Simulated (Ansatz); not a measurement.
## Cd, space group Im-3m: a scan of one input key, step by step

Computed with Ansatz 0.2.0 through its Python package.

The cells in order, each with its output:

```python
import ansatz
import numpy as np
from tabulate import tabulate
```

```python
XC = "lda"
KMESH = (11, 11, 11)
SMEARING = "fermi_dirac"

vectors = np.array([
    [-1.784322, 1.784322, 1.784322],
    [1.784322, -1.784322, 1.784322],
    [1.784322, 1.784322, -1.784322],
])
cell = ansatz.Lattice.of(vectors).atom("Cd", (0.0, 0.0, 0.0))
```

```python
len(cell.resolved().sites)
```

    1

```python
job = cell.calculation()
job = job.functional(XC)
job = job.pseudopotentials("nc").accuracy("low")
job = job.kpoints(*KMESH)
job = job.occupations(SMEARING, width=150 * ansatz.meV).band_table()
typed = job.input()
rows = []
for value in [0.0001, 1e-06, 1e-08]:
    edited = typed.set(ansatz.key.scf.convergence.dr2_threshold, value)
    r = ansatz.Session.from_dict(edited).plan().execute().report
    rows.append((value, r["free_energy_ev"], r["n_iterations"], len(r["eigenvalues_ev"][0]) if "eigenvalues_ev" in r else 0))
print(tabulate(rows, headers=["threshold eV", "F eV", "iterations", "bands listed"], floatfmt=".4f", tablefmt="github"))
```

    DeckWarning: basis.ecutwfc = 1387.780699 eV, auto-derived from the records' recommended cutoffs: set by Cd (normal level)
    |   threshold eV |       F eV |   iterations |   bands listed |
    |----------------|------------|--------------|----------------|
    |         0.0001 | -4769.6553 |            5 |             14 |
    |         0.0000 | -4769.6553 |            6 |             14 |
    |         0.0000 | -4769.6553 |            7 |             14 |

The settings weren't tested for convergence. For a metal this k-point mesh is coarse: on a finer one energies can move by several to tens of meV an atom and pressures by half a GPa or more, differences at one mesh by less. A Fermi-Dirac width this large means warm electrons, whose thermal share enters the free energy. This isn't the structure that Cd takes at ambient conditions. Warnings are shown shortened and without file and line. Hardware and time: 26 s on 1 thread of Arm Neoverse V1, with other jobs on the host, peak memory 0.4 GiB.
